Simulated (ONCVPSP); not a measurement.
# Zinc: generating and testing an ONCV potential

Task: generate the file, and judge it by its errors in other configurations, its logarithmic derivatives, its ghosts and its cutoff.

Program: ONCVPSP 4.0.1. Reference atom: PBE, scalar-relativistic, spherical and spin-unpolarised. All values are calculated.

### 1 The atom and the settings

The settings as typed:

```json
{
 "element": "zinc (Zn, Z = 30)",
 "type": "optimised norm-conserving Vanderbilt (ONCV)",
 "frozen core": "[Ne]",
 "valence charge": "20",
 "reference configuration": "3s2 3p6 3d10 4s1 (charge +1)",
 "partial waves": "3s+4s: rc 1.15 bohr, ncon 5, nbas 10, qcut 9 1/bohr, 2 projectors; 3p: rc 1.05 bohr, ncon 4, nbas 8, qcut 15.2 1/bohr, 1 projector; 3d: rc 0.90 bohr, ncon 4, nbas 8, qcut 13.9 1/bohr, local",
 "local potential": "the d channel",
 "core correction": "Teter function, fcfact 2, rcfact 1.65"
}
```

### 2 The generation run

Zn.dat

```
# ATOM AND REFERENCE CONFIGURATION
# atsym  z   nc   nv     iexc    psfile
  Zn 30.00    3    4        4      upf
#
#   n    l    f
    1    0    2.00
    2    0    2.00
    2    1    6.00
    3    0    2.00
    3    1    6.00
    3    2   10.00
    4    0    1.00
#
# PSEUDOPOTENTIAL AND OPTIMIZATION
# lmax
    2
#
#   l,   rc,      ep,       ncon, nbas, qcut
    0    1.15    0.00    5   10    9.00
    1    1.05    0.00    4    8   15.20
    2    0.90    0.00    4    8   13.90
#
# LOCAL POTENTIAL
# lloc, lpopt,  rc(5),   dvloc0
    2    5    0.90    0.00
#
# VANDERBILT-KLEINMAN-BYLANDER PROJECTORs
# l, nproj, debl
    0    2    3.20
    1    1    1.90
    2    0    1.80
#
# MODEL CORE CHARGE
# icmod, fcfact, rcfact
    3    2.00    1.65
#
# LOG DERIVATIVE ANALYSIS
# epsh1, epsh2, depsh
   -7.00    5.00    0.04
#
# OUTPUT GRID
# rlmax, drl
    6.00    0.01
#
# TEST CONFIGURATIONS
# ncnf
    4
# nvcnf
#   n    l    f
    4
    3    0    2.00
    3    1    6.00
    3    2   10.00
    4    0    2.00
#
    4
    3    0    2.00
    3    1    6.00
    3    2   10.00
    4    0    0.00
#
    4
    3    0    2.00
    3    1    6.00
    3    2    9.00
    4    0    0.00
#
    4
    3    0    2.00
    3    1    6.00
    3    2    9.00
    4    0    2.00
#
```

Command:

```bash
oncvpsp.x < Zn.dat > Zn.out
```

**Question.** What will these runs give? Wanted: cutoffs for 1 and 0.1 mHa per electron, occupied waves; bound ghosts; GHOST(+) flags; largest test error; largest phase difference near zero energy, channels read; rms error of d²Exc/dn², without and with the model core.

As calculated:

| quantity | value |
| --- | --- |
| cutoffs for 1 and 0.1 mHa per electron, occupied waves | 96 Ha and 271 Ha |
| bound ghosts | none found |
| GHOST(+) flags | s at 1066 eV |
| largest test error (AE − PS) | -27 meV, for 3s2 3p6 3d9 4s0 |
| largest phase difference near zero energy, channels read | 0.013 rad |
| rms error of d²Exc/dn², without and with the model core | 2.57 and 1.66 mHa |

What this shows: The worst unpolarised test, 3s2 3p6 3d9 4s0, is off by 27 meV on 59.0 eV; by total energies transferability rates as fair. That test lies far up in energy; among those under 40 eV, nearer to bonding, the largest error is 9.3 meV. It counts as very hard, with 96 Ha needed at the looser tolerance. The tighter tolerance needs 271 Ha, and converged work needs a cutoff nearer that. At the looser tolerance the 3d wave is the slowest; 3p needs 53 Ha. The program's ghost test flags no bound state. Near zero energy the phases of the channels with partial waves agree within 0.013 rad. The program also flags highly localised states, GHOST(+) (s). All of this concerns the isolated atom, not yet a solid.
